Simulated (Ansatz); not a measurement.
# C₈H₇N: ionisation energy by level of theory

The task here is to estimate one member of a computed series from the others.

The runs use Ansatz 0.2.0, Gaussian basis; unrestricted cation, the program's frozen cores in correlated methods.

The runs, in order: UKS PBE-D4/def2-TZVPP; UKS r2SCAN-D4/def2-TZVPP; UKS PBE0-D4/def2-TZVPP; UKS B3LYP-D4/def2-TZVPP; UKS wB97X-V/def2-TZVPP; UKS wB97M-V/def2-TZVPP; UKS B2PLYP/def2-TZVPP; UHF-CCSD(T)/def2-TZVPP; UHF-MP2/def2-QZVPP; extrapolation to the limit; then −ε(HOMO) from the neutral's earlier runs with LDA (SPW92), PBE-D4, revPBE-D4, BLYP-D4, r2SCAN-D4, B97M-V, PBE0-D4, B3LYP-D4, r2SCANh-D4, r2SCAN0-D4, HSE06-D4, BHLYP-D4, CAM-B3LYP-D4, LC-ωPBE, ωB97X-V, ωB97M-V.

### The geometry

All runs share one geometry, relaxed beforehand with PBE0-D4 in a triple-zeta def2 set.

SMILES `c1ccc2[nH]ccc2c1`, 16 atoms, charge 0, spin multiplicity 1.

Atoms are counted from 1 here; the program's logs count them from 0.

Bond lengths: C1–C2 1.402 Å, C1–C9 1.379 Å, C1–H10 1.084 Å, C2–C3 1.380 Å, C2–H11 1.084 Å, C3–C4 1.391 Å, C3–H12 1.084 Å, C4–N5 1.369 Å, C4–C8 1.414 Å, N5–C6 1.371 Å, N5–H13 1.003 Å, C6–C7 1.363 Å, C6–H14 1.079 Å, C7–C8 1.428 Å, C7–H15 1.078 Å, C8–C9 1.398 Å, C9–H16 1.084 Å. Angles: C2–C1–C9 121.2°, C2–C1–H10 119.2°, C9–C1–H10 119.7°, C1–C2–C3 121.2°, C1–C2–H11 119.4°, C3–C2–H11 119.4°, C2–C3–C4 117.4°, C2–C3–H12 121.1°, C4–C3–H12 121.5°, C3–C4–N5 130.4°, C3–C4–C8 122.3°, N5–C4–C8 107.2°, C4–N5–C6 109.4°, C4–N5–H13 125.4°, C6–N5–H13 125.2°, N5–C6–C7 109.6°, N5–C6–H14 120.5°, C7–C6–H14 129.8° and more.

The first run:

in.yaml reads:

```yaml
crystal:
  periodic: [false, false, false]
  atoms:
    - {symbol: C, position_ang: [0.424185, -1.415465, 1.622380]}
    - {symbol: C, position_ang: [1.515598, -1.392178, 0.742577]}
    - {symbol: C, position_ang: [1.516784, -0.582331, -0.375075]}
    - {symbol: C, position_ang: [0.394418, 0.208805, -0.594322]}
    - {symbol: N, position_ang: [0.115343, 1.095071, -1.599647]}
    - {symbol: C, position_ang: [-1.124164, 1.642578, -1.391889]}
    - {symbol: C, position_ang: [-1.668409, 1.124754, -0.255122]}
    - {symbol: C, position_ang: [-0.717549, 0.202087, 0.278594]}
    - {symbol: C, position_ang: [-0.687086, -0.629374, 1.401509]}
    - {symbol: H, position_ang: [0.459065, -2.064213, 2.489888]}
    - {symbol: H, position_ang: [2.374276, -2.021997, 0.944123]}
    - {symbol: H, position_ang: [2.362239, -0.566181, -1.053974]}
    - {symbol: H, position_ang: [0.721782, 1.311068, -2.368453]}
    - {symbol: H, position_ang: [-1.525334, 2.368824, -2.081681]}
    - {symbol: H, position_ang: [-2.635229, 1.373378, 0.152951]}
    - {symbol: H, position_ang: [-1.525918, -0.654827, 2.088141]}
basis:
  gaussian: {orbitals: def2-TZVPP}
total_charge: 1
magnetization: {spin_polarized: true, initial_magnetization: 1}
hamiltonian: {xc: pbe, dispersion: d4}
```

Run with:

```sh
ansatz run in.yaml --threads 2 --pin off --events-out ev --progress --plain --max-ram 32768MiB --backend cuda --devices 0, --max-vram 18GiB
```

Among the steps run: Cation, UKS PBE-D4/def2-TZVPP; Cation, UKS r2SCAN-D4/def2-TZVPP; Cation, UKS PBE0-D4/def2-TZVPP; Cation, UKS B3LYP-D4/def2-TZVPP; Cation, UKS wB97X-V/def2-TZVPP; Cation, UKS wB97M-V/def2-TZVPP; Cation, UKS B2PLYP (frozen core)/def2-TZVPP; Cation, UHF-CCSD(T)/def2-TZVPP; Cation, UHF-MP2/def2-QZVPP.

One table of the session follows, with a row left open; its other results are not shown here.

For comparison, −ε(HOMO) of the neutral from earlier runs:

| functional | −ε(HOMO) (eV) |
| --- | --- |
| LDA (SPW92) | 5.25 |
| PBE-D4 | ? |
| revPBE-D4 | 4.96 |
| BLYP-D4 | 4.86 |
| r2SCAN-D4 | 5.18 |
| B97M-V | 5.14 |
| PBE0-D4 | 5.96 |
| B3LYP-D4 | 5.76 |
| r2SCANh-D4 | 5.53 |
| r2SCAN0-D4 | 6.07 |
| HSE06-D4 | 5.58 |
| BHLYP-D4 | 6.71 |
| CAM-B3LYP-D4 | 7.12 |
| LC-ωPBE | 8.35 |
| ωB97X-V | 8.02 |
| ωB97M-V | 7.95 |

Q: Estimate the row for PBE-D4 from the others.

**Answer.** −ε(HOMO) (eV): 5.04. In the column «−ε(HOMO) (eV)» it lies between revPBE-D4 (4.96) and B97M-V (5.14).
